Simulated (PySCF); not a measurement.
# From one method to the next for AsF⁺

What do other methods print for AsF⁺?

Program: PySCF 2.14.0. Level of theory: method and basis as typed in the scripts. These are calculated values, not measurements.

## (1) The starting structure

AsF⁺: 2 atoms, charge 1, spin multiplicity 2.

Bond lengths: As1–F2 1.890 Å.

## (2) Base script

input.py reads:

```python
from pyscf import gto, scf
from pyscf.geomopt.geometric_solver import optimize

mol = gto.M(
    atom='As 0 0 0; F 0 0 1.89',
    basis='pcseg-1',
    charge=1,
    spin=1,
    verbose=4,
)
mf = scf.UHF(mol)
mf.kernel()
mol_eq = optimize(mf, maxsteps=30)
print('optimised geometry (angstrom)')
print(mol_eq.tostring('raw'))
print('orbital energies (hartree):', [e[max(0, n-3):n+3].round(4) for e, n in zip(mf.mo_energy, mol.nelec)])
```

Run with:

```console
$ OMP_NUM_THREADS=1 python input.py
```

## (3) Gradient

Edit 1 changes step after the SCF: optimize → gradient.

input.py reads:

```python
from pyscf import gto, scf

mol = gto.M(
    atom='As 0 0 0; F 0 0 1.89',
    basis='pcseg-1',
    charge=1,
    spin=1,
    verbose=4,
)
mf = scf.UHF(mol)
mf.kernel()
mf.nuc_grad_method().kernel()
mf.dip_moment()
print('orbital energies (hartree):', [e[max(0, n-3):n+3].round(4) for e, n in zip(mf.mo_energy, mol.nelec)])
```

## (4) CASSCF (ROHF)

Edit 2 changes step after the SCF: optimize → casscf; SCF type: UHF → ROHF; active space: none → 9 electrons in 8 orbitals.

input.py reads:

```python
from pyscf import gto, scf, mcscf

mol = gto.M(
    atom='As 0 0 0; F 0 0 1.89',
    basis='pcseg-1',
    charge=1,
    spin=1,
    verbose=4,
)
mf = scf.ROHF(mol)
mf.kernel()
mc = mcscf.CASSCF(mf, 8, 9)
mc.kernel()
mc.analyze()
mf.dip_moment()
print('orbital energies (hartree):', mf.mo_energy[..., max(0, mol.nelec[1]-3):mol.nelec[0]+3].round(4))
```

## (5) Population analysis

Edit 3 changes step after the SCF: optimize → analyze.

input.py reads:

```python
from pyscf import gto, scf

mol = gto.M(
    atom='As 0 0 0; F 0 0 1.89',
    basis='pcseg-1',
    charge=1,
    spin=1,
    verbose=4,
)
mf = scf.UHF(mol)
mf.kernel()
mf.analyze()
print('orbital energies (hartree):', [e[max(0, n-3):n+3].round(4) for e, n in zip(mf.mo_energy, mol.nelec)])
```

## (6) MP2

Edit 4 changes step after the SCF: optimize → mp2.

input.py reads:

```python
from pyscf import gto, scf, mp

mol = gto.M(
    atom='As 0 0 0; F 0 0 1.89',
    basis='pcseg-1',
    charge=1,
    spin=1,
    verbose=4,
)
mf = scf.UHF(mol)
mf.kernel()
mp.MP2(mf).kernel()
mf.dip_moment()
print('orbital energies (hartree):', [e[max(0, n-3):n+3].round(4) for e, n in zip(mf.mo_energy, mol.nelec)])
```

## (7) Wb97 (UKS)

Edit 5 changes functional: none (Hartree–Fock) → wb97; SCF type: UHF → UKS; step after the SCF: optimize → analyze.

input.py reads:

```python
from pyscf import gto, dft

mol = gto.M(
    atom='As 0 0 0; F 0 0 1.89',
    basis='pcseg-1',
    charge=1,
    spin=1,
    verbose=4,
)
mf = dft.UKS(mol, xc='wb97')
mf.kernel()
mf.analyze()
print('orbital energies (hartree):', [e[max(0, n-3):n+3].round(4) for e, n in zip(mf.mo_energy, mol.nelec)])
```

## (8) Camb3lyp (UKS)

Edit 6 changes functional: none (Hartree–Fock) → camb3lyp; SCF type: UHF → UKS; step after the SCF: optimize → analyze.

input.py reads:

```python
from pyscf import gto, dft

mol = gto.M(
    atom='As 0 0 0; F 0 0 1.89',
    basis='pcseg-1',
    charge=1,
    spin=1,
    verbose=4,
)
mf = dft.UKS(mol, xc='camb3lyp')
mf.kernel()
mf.analyze()
print('orbital energies (hartree):', [e[max(0, n-3):n+3].round(4) for e, n in zip(mf.mo_energy, mol.nelec)])
```

What does the calculation give? Wanted: for each run, E(SCF); from base; gap, α spin; after the SCF.

**Answer**, as computed:

```csv
run,E(SCF) (hartree),from base (eV),cycles,"gap, α spin (eV)",after the SCF
base,-2332.944221,0,13,9.47,"bond 1.682 Å, -0.610 eV"
gradient,-2332.944221,0.0000,13,9.47,n/a
CASSCF (ROHF),-2332.940486,+0.1016,10,n/a,CASSCF correlation -3.276 eV
population analysis,-2332.944221,0.0000,13,9.47,n/a
MP2,-2332.944221,0.0000,13,9.47,MP2 correlation -7.659 eV
wb97 (UKS),-2335.183950,not comparable,11,7.58,n/a
camb3lyp (UKS),-2335.146894,not comparable,12,4.93,n/a
```

SCF columns refer to the geometry typed in the script.

A lower total energy from another functional means nothing by itself.
